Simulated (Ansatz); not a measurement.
**ClH₅InNOSi: small, medium and large basis sets**

An exercise on one series of results from a longer session: the logs are not shown, and one member is left open.

Computed with Ansatz 0.2.0, Gaussian basis. Level: one geometry, several basis sets.

Levels to be run: PBE0-D4/def2-SVP; ωB97M-V/def2-SVP; PBE0-D4/def2-QZVPP; ωB97M-V/def2-QZVPP; the functionals' def2-TZVPP values are taken from earlier runs.

## The relaxed structure

The geometry comes from an earlier relaxation with PBE0-D4 in a triple-zeta def2 set; it is a stationary point, not always the lowest conformer. In takes the def2 core potential; no spin-orbit term is included.

SMILES `[NH2][In]([Cl])[O][SiH3]`, 10 atoms, charge 0, spin multiplicity 1.

Atoms are counted from 1 here; the program's logs count them from 0.

Bond lengths: N1–In2 1.998 Å, N1–H6 1.010 Å, N1–H7 1.011 Å, In2–Cl3 2.313 Å, In2–O4 1.966 Å, O4–Si5 1.633 Å, Si5–H8 1.487 Å, Si5–H9 1.491 Å, Si5–H10 1.490 Å. Angles: In2–N1–H6 115.4°, In2–N1–H7 115.1°, H6–N1–H7 109.5°, N1–In2–Cl3 124.2°, N1–In2–O4 120.2°, Cl3–In2–O4 115.3°, In2–O4–Si5 135.8°, O4–Si5–H8 108.5°, O4–Si5–H9 111.5°, O4–Si5–H10 111.6°, H8–Si5–H9 108.7°, H8–Si5–H10 108.7°, H9–Si5–H10 107.9°.

The first run:

File in.yaml:

```yaml
crystal:
  periodic: [false, false, false]
  atoms:
    - {symbol: N, position_ang: [-1.488776, 1.701661, 1.737441]}
    - {symbol: In, position_ang: [-0.039171, 0.977722, 0.568508]}
    - {symbol: Cl, position_ang: [1.844615, 2.167266, -0.053274]}
    - {symbol: O, position_ang: [-0.251697, -0.771704, -0.302038]}
    - {symbol: Si, position_ang: [0.598975, -1.652398, -1.382004]}
    - {symbol: H, position_ang: [-1.198595, 2.402335, 2.404897]}
    - {symbol: H, position_ang: [-2.051975, 1.004233, 2.204222]}
    - {symbol: H, position_ang: [-0.156225, -2.900342, -1.671568]}
    - {symbol: H, position_ang: [1.941418, -2.020152, -0.848762]}
    - {symbol: H, position_ang: [0.801441, -0.908610, -2.657402]}
basis:
  gaussian: {orbitals: def2-SVP}
hamiltonian: {xc: pbe0, dispersion: d4}
output: {orbitals: {seedname: orbitals}}
```

Steps of the session up to this table: PBE0-D4 in def2-SVP; ωB97M-V in def2-SVP; PBE0-D4 in def2-QZVPP; ωB97M-V in def2-QZVPP.

One table of the session follows, with a row left open; its other results are not shown here.

It belongs to the step «Functionals by basis». 

```
functional       basis  HOMO (eV)  LUMO (eV)
   PBE0-D4    def2-SVP      -7.84      -1.77
   PBE0-D4  def2-TZVPP          ?          ?
   PBE0-D4  def2-QZVPP      -8.10      -2.05
   ωB97M-V    def2-SVP     -10.15       0.19
   ωB97M-V  def2-TZVPP     -10.41      -0.13
   ωB97M-V  def2-QZVPP     -10.45      -0.34
```

Q: Estimate the row for PBE0-D4, def2-TZVPP from the others.

As computed: HOMO (eV): -8.06; LUMO (eV): -1.97. In the column «HOMO (eV)» it lies between PBE0-D4, def2-QZVPP (-8.10) and PBE0-D4, def2-SVP (-7.84).
